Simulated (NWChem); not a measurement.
**One shape, several levels: GeBrClF2 (SMILES [F][Ge]([F])([Cl])[Br])**

Wanted: a comparison of 3 runs (HF/def2-SVP, PBE0/def2-SVP, SVWN5/def2-SVP) of GeBrClF2. 

The results are computed with NWChem 7.3.0.

### Step 1. The structure to begin with

GeBrClF2 has 5 atoms, charge 0, and is taken as a singlet. As SMILES, `[F][Ge]([F])([Cl])[Br]`. The shape is that of a PBE0-D4/def2-TZVP optimisation.

Bond lengths: F1–Ge2 1.707 Å, Ge2–F3 1.707 Å, Ge2–Cl4 2.100 Å, Ge2–Br5 2.249 Å. Angles: F1–Ge2–F3 105.8°, F1–Ge2–Cl4 108.8°, F1–Ge2–Br5 109.7°, F3–Ge2–Cl4 108.8°, F3–Ge2–Br5 109.7°, Cl4–Ge2–Br5 113.8°.

### Step 2. Energy and gradient at HF/def2-SVP (run 1)

The input, brclf2ge.nw:

```
start brclf2ge
memory total 2200 mb

geometry units bohr noautosym nocenter noautoz
F    2.32304033  -2.17998806   0.95639039
Ge   0.01625164  -0.10034446   0.08522665
F   -1.70642269   0.46959694   2.75257507
Cl  -2.32795361  -1.84361681  -2.60158596
Br   1.78938167   3.51526854  -1.27084082
end

basis spherical bse
F library def2-SVP
Ge library def2-SVP
Cl library def2-SVP
Br library def2-SVP
end

scf
singlet
rhf
thresh 1e-08
maxiter 80
print medium
end

task scf gradient
```

Command:

```
nwchem brclf2ge.nw > brclf2ge.out
```

The program printed:

```text
[...]
  functions       =   110
[...]
  wavefunction    = RHF
[...]
         Total SCF energy =  -5305.436195673745
      One-electron energy =  -9056.591583935011
      Two-electron energy =   2915.034156044864
 Nuclear repulsion energy =    836.121232216402
        Time for solution =     25.3s
[...]
                         RHF ENERGY GRADIENTS
    atom               coordinates                        gradient
                 x          y          z           x          y          z
   1 F       2.323040  -2.179988   0.956390    0.006994  -0.006085   0.002001
   2 Ge      0.016252  -0.100344   0.085227   -0.002466   0.003473  -0.010906
   3 F      -1.706423   0.469597   2.752575   -0.005455   0.002077   0.007610
   4 Cl     -2.327954  -1.843617  -2.601586    0.001186   0.000968   0.001237
   5 Br      1.789382   3.515269  -1.270841   -0.000258  -0.000433   0.000057
[...]
```

Run time: 39 s. Hardware: 1 thread of Intel Xeon Platinum 8488C (Sapphire Rapids), shared host; peak memory 0.1 GiB.

### Step 3. Energy and gradient at PBE0/def2-SVP (run 2)

The input, brclf2ge.nw:

```
start brclf2ge
title "BrClF2Ge"
memory 2200 mb

geometry units au noautosym nocenter noautoz
  F      2.32304033    -2.17998806     0.95639039
  Ge     0.01625164    -0.10034446     0.08522665
  F     -1.70642269     0.46959694     2.75257507
  Cl    -2.32795361    -1.84361681    -2.60158596
  Br     1.78938167     3.51526854    -1.27084082
end

basis spherical bse
  * library def2-SVP
end

dft
  xc pbe0
  grid fine
  convergence energy 1e-08
  maxiter 100
  mulliken
end

task dft gradient
```

Command:

```
nwchem brclf2ge.nw > brclf2ge.out
```

The program printed:

```text
[...]
          Wavefunction type:  closed shell.
          No. of atoms     :     5
          No. of electrons :   102
[...]
          Charge           :     0
          Spin multiplicity:     1
[...]
          AO basis - number of functions:   110
[...]
              XC Information
              --------------
                         PBE0 Method XC Functional
                     Hartree-Fock (Exact) Exchange  0.250
          PerdewBurkeErnzerhof Exchange Functional  0.750
            Perdew 1991 LDA Correlation Functional  1.000 local
           PerdewBurkeErnz. Correlation Functional  1.000 non-local
[...]
 d= 0,ls=0.0,diis     1  -5309.2920450407 -6.15D+03  1.79D-02  1.17D+00     2.9
[...]
 d= 0,ls=0.0,diis     8  -5309.4298582508 -3.91D-09  2.65D-06  7.82D-08    17.0
         Total DFT energy =    -5309.429858250793
      One electron energy =    -9056.663627555849
           Coulomb energy =     3129.953337962510
    Exchange-Corr. energy =     -218.840800873856
 Nuclear repulsion energy =      836.121232216402
[...]
      Total Density - Mulliken Population Analysis
     ---------------------------------------------
    Atom       Charge   Shell Charges
 -----------   ------   -------------------------------------------------------
    1 F    9     9.35   1.99  1.13  0.82  3.32  2.09  0.00
    2 Ge  32    30.96   2.00  2.00  1.99  1.06 -0.07  6.00  5.98  1.15  0.42  8.13  1.82  0.48
    3 F    9     9.35   1.99  1.13  0.82  3.32  2.09  0.00
    4 Cl  17    17.18   2.00  1.99  1.27  0.69  5.93  2.14  3.15  0.02
    5 Br  35    35.16   2.00  2.00  1.99  1.45  0.51  6.00  5.98  2.37  2.84  8.20  1.74  0.09
[...]
  wavefunction    = closed shell
                         DFT ENERGY GRADIENTS
    atom               coordinates                        gradient
                 x          y          z           x          y          z
   1 F       2.323040  -2.179988   0.956390   -0.003032   0.002857  -0.001375
   2 Ge      0.016252  -0.100344   0.085227   -0.001255  -0.002841   0.001129
   3 F      -1.706423   0.469597   2.752575    0.002179  -0.000592  -0.003638
   4 Cl     -2.327954  -1.843617  -2.601586    0.002589   0.001782   0.003186
   5 Br      1.789382   3.515269  -1.270841   -0.000482  -0.001207   0.000698
[...]
```

It took 30 s on 1 thread of Intel Xeon Platinum 8488C (Sapphire Rapids), shared host; peak memory 0.13 GiB.

### Step 4. Energy and forces at SVWN5/def2-SVP (run 3)

The input, run.py:

```python
from ase import Atoms
from ase.calculators.nwchem import NWChem

system = Atoms('FGeFClBr', positions=[
    [1.229300, -1.153600, 0.506100],
    [0.008600, -0.053100, 0.045100],
    [-0.903000, 0.248500, 1.456600],
    [-1.231900, -0.975600, -1.376700],
    [0.946900, 1.860200, -0.672500],
])

calc = NWChem(
    label='sp',
    theory='dft',
    memory='2200 mb',
    basis='def2-SVP',
    basispar='spherical bse',
    dft={'xc': 'slater vwn_5', 'mult': '1', 'grid': 'fine', 'convergence': 'energy 1e-08', 'iterations': '100', 'mulliken': None},
)
system.calc = calc

forces = system.get_forces()
e = system.get_potential_energy()
print(f"E = {e:.6f} eV")
print("forces (eV/A):")
for s, f in zip(system.symbols, forces):
    print(f"{s:2s} {f[0]:10.5f} {f[1]:10.5f} {f[2]:10.5f}")
print("dipole (e A):", system.get_dipole_moment().round(4))
```

Command:

```
export ASE_NWCHEM_COMMAND="nwchem PREFIX.nwi > PREFIX.nwo"
python run.py
```

The program printed:

```text
E = -144244.899203 eV
forces (eV/A):
F     0.02185   -0.02623    0.02633
Ge    0.05806    0.14120   -0.06567
F    -0.00874   -0.00499    0.03697
Cl   -0.01805   -0.00869   -0.02792
Br   -0.05317   -0.10130    0.03029
dipole (e A): [-0.0064  0.1543 -0.2423]
```

The calculator wrote sp.nwi:

```
title "sp"

permanent_dir sp

scratch_dir sp

start sp

geometry units angstrom nocenter noautosym noautoz
  F  1.2293000000000001e+00 -1.1536000000000000e+00 5.0609999999999999e-01
  Ge 8.6000000000000000e-03 -5.3100000000000001e-02 4.5100000000000001e-02
  F  -9.0300000000000002e-01 2.4850000000000000e-01 1.4565999999999999e+00
  Cl -1.2319000000000000e+00 -9.7560000000000002e-01 -1.3767000000000000e+00
  Br 9.4689999999999996e-01 1.8602000000000001e+00 -6.7249999999999999e-01
end

memory 2200 mb

basis spherical bse noprint
   * library def2-SVP
end

dft
  xc slater vwn_5
  mult 1
  grid fine
  convergence energy 1e-08
  iterations 100
  mulliken
end

task dft gradient
```

sp.nwo, cut to the lines that bear on the results:

```text
[...]
         Total DFT energy =    -5300.902316172291
[...]
  wavefunction    = closed shell
                         DFT ENERGY GRADIENTS
    atom               coordinates                        gradient
                 x          y          z           x          y          z
   1 F       2.323040  -2.179988   0.956390   -0.000425   0.000510  -0.000512
   2 Ge      0.016252  -0.100344   0.085227   -0.001129  -0.002746   0.001277
   3 F      -1.706423   0.469597   2.752575    0.000170   0.000097  -0.000719
   4 Cl     -2.327953  -1.843617  -2.601586    0.000351   0.000169   0.000543
   5 Br      1.789382   3.515268  -1.270841    0.001034   0.001970  -0.000589
[...]
```

Run time: 30 s. Hardware: 1 thread of Intel Xeon Platinum 8488C (Sapphire Rapids), shared host; peak memory 0.12 GiB.

### Step 5. The series

| run | level | iteration cap | module | energy (Eh) | dipole moment (D) | HOMO energy (eV) | LUMO energy (eV) | wall time |
| --- | --- | --- | --- | --- | --- | --- | --- | --- |
| 1 | HF/def2-SVP | 80 | scf | -5305.436196 | 1.69 | -12.67 | 2.13 | 39 s |
| 2 | PBE0/def2-SVP | 100 | dft | -5309.429858 | 1.45 | -9.48 | -1.99 | 30 s |
| 3 | SVWN5/def2-SVP | 100 | dft | -5300.902316 | 1.38 | -8.15 | -3.21 | 30 s |

### Step 6. Outcome

| quantity | value |
| --- | --- |
| run 3: total energy | -5300.90232 Eh |
| run 3: dipole moment | 1.38 D |
| run 3: HOMO energy | -8.15 eV |
| run 3: LUMO energy | -3.21 eV |
| run 3: HOMO–LUMO gap | 4.94 eV |
| run 3: largest force on an atom | 0.166 eV/Å |

What this shows: The dipole moment (its size) runs from 1.38 D (SVWN5/def2-SVP) to 1.69 D (HF/def2-SVP). The HOMO–LUMO gap runs from 4.94 eV (SVWN5/def2-SVP) to 14.80 eV (HF/def2-SVP). Exact exchange widens orbital gaps. Totals of different functionals can't be ranked against each other. All runs together took 98 s, the longest 39 s.
